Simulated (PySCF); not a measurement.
# C2H6BCl2Si radical: open-shell or spin-flip excitations

Wanted: open-shell or spin-flip excitations for C2H6BCl2Si radical (`C[Si](C)B(Cl)Cl`).

Computed with PySCF 2.14.0 and routines of our own; the level stands in each step. Atoms count from 0.

## Step 1: The system as given

12 atoms, charge 0, multiplicity 2; geometry from: GFN2-xTB.

## Step 2: Open-shell or spin-flip excitations: unrestricted TDDFT M06-2X/def2-SVPD

The job: settings as JSON, then the geometry in Å.

```
{"job": {"kind": "uabs", "xc": "M06-2X", "basis": "def2-SVPD", "nstates": 10, "tda": false}, "charge": 0, "multiplicity": 2}
C     -0.248868     1.769287    -0.089835
Si     0.185878    -0.077355     0.067461
C     -1.288809    -1.142243    -0.493713
B      1.841845    -0.752294     0.691212
Cl     3.147111     0.325719     1.194949
Cl     2.153399    -2.487269     0.797551
H     -1.143482     2.020616     0.474317
H      0.562711     2.386432     0.284473
H     -0.428423     2.052025    -1.124166
H     -1.042766    -2.198438    -0.435168
H     -1.572543    -0.924803    -1.520445
H     -2.164854    -0.972364     0.127338
```

With the program's defaults for keys left out, this is: unrestricted TDDFT M06-2X/def2-SVPD, vertical, gas phase, core orbitals frozen in the response.

Started as:

```sh
$ OMP_NUM_THREADS=1 python excited_run.py task.json out
```

This one command runs all jobs of the session in turn.

Output:

```text
coarse grid: 49416 points
cycle   1  E = -1314.0492885797  dE =  5.708e-01  |g| = 2.541e-01  |ddm| = 3.294e+00
cycle   2  E = -1314.0622694876  dE = -1.298e-02  |g| = 2.314e-01  |ddm| = 8.111e-01
cycle   3  E = -1314.0918672355  dE = -2.960e-02  |g| = 3.540e-02  |ddm| = 3.819e-01
cycle   4  E = -1314.0926679397  dE = -8.007e-04  |g| = 1.581e-02  |ddm| = 8.104e-02
cycle   5  E = -1314.0928611962  dE = -1.933e-04  |g| = 2.976e-03  |ddm| = 3.931e-02
cycle   6  E = -1314.0928745112  dE = -1.332e-05  |g| = 1.304e-03  |ddm| = 1.093e-02
cycle   7  E = -1314.0928775587  dE = -3.047e-06  |g| = 5.255e-04  |ddm| = 5.294e-03
final grid: 101280 points
cycle   8  E = -1314.0926676974  dE = -7.520e-06  |g| = 1.723e-03  |ddm| = 2.506e-02
cycle   9  E = -1314.0926682926  dE = -5.951e-07  |g| = 1.538e-03  |ddm| = 5.157e-03
cycle  10  E = -1314.0926695183  dE = -1.226e-06  |g| = 2.135e-04  |ddm| = 2.426e-03
cycle  11  E = -1314.0926695602  dE = -4.197e-08  |g| = 8.760e-05  |ddm| = 5.269e-04
cycle  12  E = -1314.0926695792  dE = -1.898e-08  |g| = 4.002e-05  |ddm| = 4.789e-04
cycle  13  E = -1314.0926695820  dE = -2.794e-09  |g| = 1.417e-05  |ddm| = 1.702e-04
cycle  14  E = -1314.0926695825  dE = -4.593e-10  |g| = 3.438e-06  |ddm| = 9.438e-05
converged SCF energy = -1314.0926695825

Static polarisability (au): isotropic 102.404, principal 73.105 104.803 129.305

<S^2> of the reference = 0.7542 (exact 0.7500)

Excitations
state   eV       nm        f      <S^2>   main configurations
  1   3.6875    336.2   0.00095   0.786   Hb->Lb 0.91
  2   3.7164    333.6   0.19150   0.762   Ha->La 0.98
  3   4.1955    295.5   0.03695   0.766   Ha->L+1a 0.83
  4   4.4808    276.7   0.00001   0.764   Ha->L+3a 0.68, Ha->L+8a 0.18
  5   4.6877    264.5   0.00000   0.819   H-1b->Lb 0.78, H-3b->Lb 0.09
  6   4.9183    252.1   0.00000   0.827   H-3b->Lb 0.80, H-1b->Lb 0.12
  7   5.2086    238.0   0.02064   0.919   H-2b->Lb 0.92
  8   5.2692    235.3   0.00008   0.770   Ha->L+2a 0.76
  9   6.0002    206.6   0.01020   0.805   Ha->L+4a 0.71, Ha->L+2a 0.09
 10   6.0531    204.8   0.00083   1.924   H-1a->La 0.92
```

Run time: 2 min. Hardware: 1 thread of Intel Xeon Platinum 8488C, shared host; peak memory 0.77 GiB.

In short:

```csv
quantity,value
⟨S²⟩,0.754
```

Löwdin spin populations:

```csv
atom,value (e)
C0,0.05
Si1,0.46
C2,0.05
B3,0.29
Cl4,0.06
Cl5,0.06
H6,0.01
H7,0.00
H8,0.01
H9,0.00
H10,0.01
H11,0.01
```

With diffuse functions Löwdin's scheme smears the spin, so small populations can have the wrong sign.

## Step 3: Open-shell or spin-flip excitations: unrestricted TDA mPW1PW91/def2-SVPD

The job, as its differences from that of step 2:

```diff
@@ -1,2 +1,2 @@
-{"job": {"kind": "uabs", "xc": "M06-2X", "basis": "def2-SVPD", "nstates": 10, "tda": false}, "charge": 0, "multiplicity": 2}
+{"job": {"kind": "uabs", "xc": "mPW1PW91", "basis": "def2-SVPD", "nstates": 6, "tda": true}, "charge": 0, "multiplicity": 2}
 C     -0.248868     1.769287    -0.089835
```

Method: unrestricted TDA mPW1PW91/def2-SVPD, vertical, gas phase, core orbitals frozen in the response.

Output:

```text
coarse grid: 11856 points
cycle   1  E = -1314.0338788392  dE =  3.905e-01  |g| = 2.930e-01  |ddm| = 3.372e+00
cycle   2  E = -1314.0277417859  dE =  6.137e-03  |g| = 3.194e-01  |ddm| = 9.724e-01
cycle   3  E = -1314.0824919773  dE = -5.475e-02  |g| = 4.062e-02  |ddm| = 4.612e-01
cycle   4  E = -1314.0834436928  dE = -9.517e-04  |g| = 1.759e-02  |ddm| = 8.922e-02
cycle   5  E = -1314.0836680142  dE = -2.243e-04  |g| = 4.261e-03  |ddm| = 4.452e-02
cycle   6  E = -1314.0836825321  dE = -1.452e-05  |g| = 1.384e-03  |ddm| = 1.267e-02
cycle   7  E = -1314.0836853169  dE = -2.785e-06  |g| = 5.388e-04  |ddm| = 6.870e-03
final grid: 101280 points
cycle   8  E = -1314.2241803203  dE = -2.271e-05  |g| = 2.987e-03  |ddm| = 7.025e-02
cycle   9  E = -1314.2241797095  dE =  6.108e-07  |g| = 3.203e-03  |ddm| = 9.880e-03
cycle  10  E = -1314.2241851051  dE = -5.396e-06  |g| = 1.795e-04  |ddm| = 4.170e-03
cycle  11  E = -1314.2241851266  dE = -2.148e-08  |g| = 6.500e-05  |ddm| = 5.291e-04
cycle  12  E = -1314.2241851298  dE = -3.189e-09  |g| = 2.103e-05  |ddm| = 1.833e-04
cycle  13  E = -1314.2241851303  dE = -4.993e-10  |g| = 8.291e-06  |ddm| = 6.945e-05
converged SCF energy = -1314.2241851303

Static polarisability (au): isotropic 102.336, principal 71.990 105.040 129.977

<S^2> of the reference = 0.7545 (exact 0.7500)

Excitations
state   eV       nm        f      <S^2>   main configurations
  1   3.7504    330.6   0.00016   0.784   Hb->Lb 0.95
  2   3.9197    316.3   0.23790   0.760   Ha->La 0.96
  3   4.2841    289.4   0.03966   0.767   Ha->L+1a 0.93
  4   4.4335    279.7   0.00000   0.803   H-1b->Lb 0.97
  5   4.6906    264.3   0.00001   0.765   Ha->L+2a 0.71, H-3b->Lb 0.20
  6   4.9005    253.0   0.00000   0.774   H-3b->Lb 0.77, Ha->L+2a 0.20
```

It took 42 s on 1 thread of Intel Xeon Platinum 8488C, shared host; peak memory 0.68 GiB.

Key values:

```csv
quantity,value
⟨S²⟩,0.754
```

## Step 4: Results

| quantity | value |
| --- | --- |
| lowest and brightest state of nearly pure spin, of 10 (step 2, unrestricted TDDFT M06-2X/def2-SVPD) | 3.69 eV; 3.72 eV, f = 0.192 |
| lowest and brightest state of nearly pure spin, of 6 (step 3, unrestricted TDA mPW1PW91/def2-SVPD) | 3.75 eV; 3.92 eV, f = 0.238 |

What this shows: States whose ⟨S²⟩ lies well above the reference's are mixtures of spin states, an artefact of the unrestricted response, and are left out of the summary. The lowest state of nearly pure spin runs from 3.69 to 3.75 eV over the runs.
